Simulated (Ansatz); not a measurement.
# GeP2H+ (quintet): from Hartree-Fock to the top rungs, cc-pVDZ

Aim: climb from Hartree-Fock through coupled cluster and multireference methods for GeP2H+ (quintet) at one geometry and basis, and see what each rung misses.

The runs use Ansatz 0.2.0, Gaussian basis; cc-pVDZ, core rule «outside noble gas», up to 24 orbitals frozen.

To be run: UHF; CCSD(T) on ROHF; CCSD(T) on UHF; BCCD(T) on ROHF; CISD; CCSDT(Q) on ROHF; CCSDT(Q) on UHF; CASSCF and MRCISD+Q, 10 electrons in 11 orbitals; CASSCF and NEVPT2, 10 electrons in 11 orbitals.

25 further runs of the same task are left out: 12 that didn't finish, 13 set aside as unsound or not needed.

## (1) The system

The geometry is a PBE0/def2-TZVP stationary point (not a proven minimum) of the parent state, kept for this charge and spin. No spin-orbit coupling is included. The filled d shell of Ge may be among the frozen orbitals whatever the setting's name suggests; the logs give the count.

4 atoms, charge 1, spin multiplicity 5.

Atoms are counted from 1 here; the program's logs count them from 0.

Bond lengths: P1–Ge2 2.188 Å, P1–H4 1.424 Å, Ge2–P3 2.289 Å. Angles: Ge2–P1–H4 96.8°, P1–Ge2–P3 109.9°.

## (2) UHF

in.yaml reads:

```yaml
crystal:
  periodic: [false, false, false]
  atoms:
    - {symbol: P, position_ang: [0.000000, -0.744588, 1.759041]}
    - {symbol: Ge, position_ang: [0.000000, 0.588281, 0.024091]}
    - {symbol: P, position_ang: [0.000000, -0.643960, -1.905161]}
    - {symbol: H, position_ang: [0.000000, 0.273623, 2.754085]}
basis:
  gaussian: {orbitals: cc-pVDZ}
total_charge: 1
magnetization: {spin_polarized: true, initial_magnetization: 4}
hamiltonian: {xc: hf}
output: {orbitals: {seedname: orbitals}}
```

The run is started by

```
$ ansatz run in.yaml --threads 1 --pin off --events-out ev --progress --plain --max-ram 2393MiB
```

The runs that follow: CCSD(T) on ROHF; CCSD(T) on UHF; BCCD(T) on ROHF; CISD; CCSDT(Q) on ROHF; CCSDT(Q) on UHF; CASSCF and MRCISD+Q, 10 electrons in 11 orbitals; CASSCF and NEVPT2, 10 electrons in 11 orbitals.

Before running them: what should the planned runs give, taken together? Wanted: UCCSDT(Q) from the RHF energy; RMP2 from UCCSDT(Q); UMP2 from UCCSDT(Q); RCCSD from UCCSDT(Q); RCCSD(T) from UCCSDT(Q); UCCSD(T) from UCCSDT(Q); RCCSDT(Q) from UCCSDT(Q); NEVPT2 valence from UCCSDT(Q); MRCISD+Q valence from UCCSDT(Q).

As calculated:

| quantity | value |
| --- | --- |
| UCCSDT(Q) from the ROHF energy | -8.0043 eV |
| RMP2 from UCCSDT(Q) | +1641.5 meV |
| UMP2 from UCCSDT(Q) | +1696.3 meV |
| RCCSD from UCCSDT(Q) | +375.7 meV |
| RCCSD(T) from UCCSDT(Q) | +82.4 meV |
| UCCSD(T) from UCCSDT(Q) | +80.4 meV |
| RCCSDT(Q) from UCCSDT(Q) | +5.2 meV |
| NEVPT2 valence from UCCSDT(Q) | +1312.3 meV |
| MRCISD+Q valence from UCCSDT(Q) | +71.6 meV |
| levels within 1 kcal/mol (43 meV) | RCCSDT, UCCSDT, RCCSDT(Q) |
| T1 diagnostic | 0.030 |
| effectively unpaired electrons | 4.03 |

RCCSD(T) lands +82.4 meV from the yardstick (1.0 % of the correlation energy). One determinant dominates. Of the multireference levels listed MRCISD+Q valence comes nearest in total energy (+71.6 meV), which doesn't show that its space is the better one. These misses are within one basis, not against nature; the frozen cores of restricted and unrestricted runs differ, which can shift their rows.

With open shells the CI space here admits some triples and quadruples, so it is larger than plain CISD.
